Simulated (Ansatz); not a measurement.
Run this with Ansatz's Python interface and show what comes out.

Input file `POSCAR_euinpt4`:
```text
EuInPt4
1.0
   0.00000000    3.82530995    3.82530995
   3.82530995    0.00000000    3.82530995
   3.82530995    3.82530995    0.00000000
Eu In Pt
1 1 4
Direct
   0.50000000    0.50000000    0.50000000
   0.25000000    0.25000000    0.25000000
   0.87553485    0.87553485    0.87553485
   0.87553485    0.37339545    0.87553485
   0.37339545    0.87553485    0.87553485
   0.87553485    0.87553485    0.37339545
```

The script, `euinpt4_vcrelax.py`:
```python
"""Relax cell and ions of EuInPt4."""

import json
import warnings

import ansatz
from ase.data import atomic_numbers
from ase.io import read
import numpy as np
import spglib

FUNCTIONAL = "mr2scan"
SCF_TOL = 1e-09
KMESH = (7, 7, 7)
SIGMA = 0.05
FORCE_TOL = 0.001

def edges_and_angles(cell):
    cell = np.asarray(cell)
    a, b, c = np.linalg.norm(cell, axis=1)
    cosines = cell[1] @ cell[2] / (b * c), cell[0] @ cell[2] / (a * c), cell[0] @ cell[1] / (a * b)
    return (a, b, c, *np.degrees(np.arccos(cosines)))

warnings.simplefilter("ignore", ansatz.DeckWarning)

atoms = read("POSCAR_euinpt4", format="vasp")
structure = ansatz.Crystal.from_ase(atoms).moments(Eu=7)

# every cell quantity that the symmetry leaves free
setup = (
    structure.calculation()
    .basis(14 * ansatz.Ha)
    .accuracy("medium")  # preset for grids and thresholds
    .functional(FUNCTIONAL)
    .spin(ansatz.SpinTreatment.COLLINEAR)
    .scf(tolerance=SCF_TOL, lower_state_search="light")
    .kpoints(*KMESH, shift=0.5)  # the mesh must be finer for metals
    .occupations(ansatz.OccupationsMethod.FERMI_DIRAC, width=SIGMA)
    .pseudopotentials("paw")
    .relax(force_tolerance=FORCE_TOL, max_steps=40, cell=True, stress_tolerance=0.01)
)
outcome = setup.run(threads=1, pin="off", events_out="events.ndjson")
with open("events.ndjson") as stream:
    events = [json.loads(line) for line in stream]
steps = [e["data"] for e in events if e["event"] == "relax_step"]
rep = outcome.report
print("step   energy (eV)     max comp. (eV/A)   P (GPa)  SCF")
for s in steps:
    print(f"{s['step']:4d} {s['lagrangian_ev']:15.5f} {s['allowed_force_max_ev_ang']:12.4f} {s['pressure_gpa']:10.3f} {s['n_scf']:5d}")

first, last = steps[0], steps[-1]
symbols = [site.symbol for site in outcome.lattice.sites]
print(f"energy gained {first['lagrangian_ev'] - last['lagrangian_ev']:.4f} eV in {len(steps) - 1} steps")
for label, vectors in (("before", first["cell_ang"]), ("after", outcome.lattice.cell_ang)):
    print(label, "a b c (A) {:.4f} {:.4f} {:.4f}  angles {:.2f} {:.2f} {:.2f}".format(*edges_and_angles(vectors)), f" V = {abs(np.linalg.det(vectors)):.3f} A^3")
print("final stress xx yy zz (GPa, compression positive):", np.round(np.diag(rep["stress_gpa"]), 3) + 0.0)

fractions = [site.position_frac for site in outcome.lattice.sites]
numbers = [atomic_numbers[s] for s in symbols]
for tolerance in (1e-3, 1e-2, 1e-1):
    print(f"space group at {tolerance} A:", spglib.get_spacegroup((outcome.lattice.cell_ang, fractions, numbers), symprec=tolerance))

change = np.array(last["positions_ang"]) @ np.linalg.inv(last["cell_ang"]) - np.array(first["positions_ang"]) @ np.linalg.inv(first["cell_ang"])
moved = np.linalg.norm(change @ np.array(last["cell_ang"]), axis=1)
print("displacement within the cell, strain taken out (A):", " ".join(f"{s}:{d:.3f}" for s, d in zip(symbols, moved)))

energy = rep["free_energy_ev"]
print("F of the EuInPt4 cell: {:.6f} eV = {:.6f} Ry = {:.6f} Ha".format(energy, energy / 13.605693, energy / 27.211386))
print("Fermi level {:.4f} eV, {} k-points, {} symmetry operations".format(rep["fermi_energy_ev"], rep["n_kpoints"], rep["n_symmetry_ops"]))
```

Output of `python euinpt4_vcrelax.py`:
```text
step   energy (eV)     max comp. (eV/A)   P (GPa)  SCF
   1    -64541.35903       0.0104     -1.321    23
   2    -64541.35564       0.0075      2.197    19
   3    -64541.36378       0.0026     -0.035    16
   4    -64541.36381       0.0011      0.001    11
   5    -64541.36381       0.0004      0.003     8
   6    -64541.36290       0.0004     -0.009    12
   7    -64541.36290       0.0004      0.000    11
   8    -64541.36290       0.0004      0.000     4
energy gained 0.0039 eV in 7 steps
before a b c (A) 5.4098 5.4098 5.4098  angles 60.00 60.00 60.00  V = 111.951 A^3
after a b c (A) 5.3943 5.3943 5.3943  angles 60.01 60.01 60.01  V = 111.028 A^3
final stress xx yy zz (GPa, compression positive): [0. 0. 0.]
space group at 0.001 A: R3m (160)
space group at 0.01 A: F-43m (216)
space group at 0.1 A: F-43m (216)
displacement within the cell, strain taken out (A): Eu:0.001 In:0.002 Pt:0.000 Pt:0.001 Pt:0.001 Pt:0.001
F of the EuInPt4 cell: -64541.362902 eV = -4743.702721 Ry = -2371.851360 Ha
Fermi level 18.5566 eV, 44 k-points, 6 symmetry operations
```

Notes:
- The settings weren't tested for convergence.
- The cutoff lies under the one recommended for these potentials.
- Open f shells: without a Hubbard U, without spin-orbit coupling; the state reached hangs on the start and needn't be the lowest.
- Under the recommended cutoff a pressure can be off by several GPa, even in sign.
- The mesh is modest for a metal, so energies can be off by several to tens of meV an atom and pressures by half a GPa or more; differences at equal mesh fare better.
- An absolute Fermi energy rests on an arbitrary zero of the periodic potential and has no direct meaning.
- Energies along a relaxation are free energies. Rows at an unchanged volume are solved on a plane-wave basis chosen afresh for that cell, so the energy jumps there and such rows are no steps of the walk.
- The program warned that this SCF threshold is loose for forces or stresses.
- The mesh has less symmetry than the crystal, which the program warned of.
- Edges and angles are those of the cell as typed, here a primitive one, not of the conventional cell.
- r2SCAN tends to overestimate the moments of itinerant magnets.
- This cell is a computed structure, which may not be the phase found in nature.
- The script silences the warnings on its input, which a real study should read.
- Finished in 33 min on 1 thread of Arm Neoverse N1, on a shared host, peak memory 0.94 GiB.
